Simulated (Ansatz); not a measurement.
**BiAs (CsCl type): how the settings move a single-point run**

Question: which choices in the input matter for BiAs (CsCl type)?

Program: Ansatz 0.2.0. Level of theory: reference: DFT, PBEsol, all-electron PAW with datasets made for the crystal, scalar-relativistic. These are calculated values, not measurements.

### Step 1. The starting structure

Symmetry: Pm-3m, No. 221, cubic system. Conventional cell: a = 3.630 Å, b = 3.630 Å, c = 3.630 Å, α = 90.00°, β = 90.00°, γ = 90.00°. Bi (site symmetry m-3m) has 8 As at 3.14 Å as nearest neighbours. As (site symmetry m-3m) is surrounded by 8 Bi at 3.14 Å.

As a file:

```cif
data_structure
_symmetry_space_group_name_H-M 'Pm-3m'
_symmetry_Int_Tables_number 221
_cell_length_a 3.6297
_cell_length_b 3.6297
_cell_length_c 3.6297
_cell_angle_alpha 90.000
_cell_angle_beta 90.000
_cell_angle_gamma 90.000
_cell_volume 47.82
loop_
_atom_site_label
_atom_site_type_symbol
_atom_site_symmetry_multiplicity
_atom_site_Wyckoff_symbol
_atom_site_fract_x
_atom_site_fract_y
_atom_site_fract_z
_atom_site_occupancy
Bi1 Bi 1 a 0.00000 0.00000 0.00000 1
As1 As 1 b 0.50000 0.50000 0.50000 1
```

### Step 2. Baseline

Contents of input.yaml:

```yaml
crystal:
  lattice:
    - [3.6297335181, 0.0, 0.0]
    - [0.0, 3.6297335181, 0.0]
    - [0.0, 0.0, 3.6297335181]
  atoms:
    - { symbol: Bi, position: [0.0, 0.0, 0.0] }
    - { symbol: As, position: [0.5, 0.5, 0.5] }
kpoints:
  mp_grid: { grid: [12, 12, 12] }
scf:
  occupations: { method: fermi_dirac, width: 0.08 }
hamiltonian:
  xc: pbesol
  pseudopotentials: { kind: all_electron, datasets: crystal }
output:
  forces: true
  stress: true
  eigenvalues: true
```

On the command line:

```console
$ ansatz run input.yaml --threads 1 --pin off --max-ram 2048MiB --backend cpu --events-out ev --progress --plain --runs-dir out
```

### Step 3. Variant: dispersion d4

Changes to input.yaml since step 2:

```diff
@@ -15,2 +15,3 @@
   pseudopotentials: { kind: all_electron, datasets: crystal }
+  dispersion: d4
 output:
```

**Question.** What will these runs give? Wanted: for each run, ending; energy change; pressure; gap; force.

The runs gave:

```
             run     ending                                     energy change  pressure (GPa)  gap (eV)  force (eV/Å)  cycles  time
       reference  converged                                                 0             0.0      0.00          0.00       8  17 s
1: dispersion d4  converged  -316.1 meV/atom (offset of the dispersion model)            -2.0      0.00          0.00       8  18 s
```

Residual by cycle in the longest SCF loop of each run; runs are numbered as in the table. The quantity is the density residual dr2, in eV.

```
cycle  reference    run 1
    1      0.448    0.448
    2      0.118    0.118
    3    0.00508  0.00508
    4    0.00262  0.00262
    5     2.7e-5   2.7e-5
    6     1.1e-6   1.1e-6
    7     2.4e-7   2.4e-7
    8     3.4e-9   3.4e-9
```

The energy moves by -316.1 meV/atom, nearly all of it the dispersion term itself (-316.1 meV/atom); that offset belongs to the model and is no gain or loss of stability; the pressure goes from 0.0 to -2.0 GPa. Semilocal functionals close small gaps, so the missing gap need not be the real solid's.
